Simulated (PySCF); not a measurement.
N2, in a box:

```xyz
2
Lattice="10.0000 0.0000 0.0000 0.0000 10.0000 0.0000 0.0000 0.0000 10.0000" Properties=species:S:1:pos:R:3 pbc="T T T"
N     5.4408    4.9004    5.3310
N     4.5956    5.1813    4.7717
```

The cell isn't the ideal one: atoms moved at random, drawn with an rms of 0.05 Å.

Program: PySCF 2.14.0. Alike in all runs: task atomic charges; potentials or basis pob-tzvp-rev2 (all-electron); no spin polarisation; cell atoms moved at random, drawn with an rms of 0.05 Å; k mesh 1 × 1 × 1; smearing fixed.

Task: Order these runs on this cell by their band gap on the k mesh, lowest first.
A. level M06-2X+D3; three-body dispersion term no; exxdiv ewald
B. level TASK
C. level rSCAN+D3(BJ); three-body dispersion term no

Result: C (9.51 eV), B (10.05 eV), A (15.41 eV).

Caveats: this is a molecule in a periodic box at the Γ point, so its band gap is the HOMO-LUMO gap; the basis of atomic orbitals isn't converged, which shifts pressures, moduli and gaps; these D3(BJ) parameters were fitted with the three-body term, which the run leaves out (some runs).

Runs at the PBE level aren't shown here.
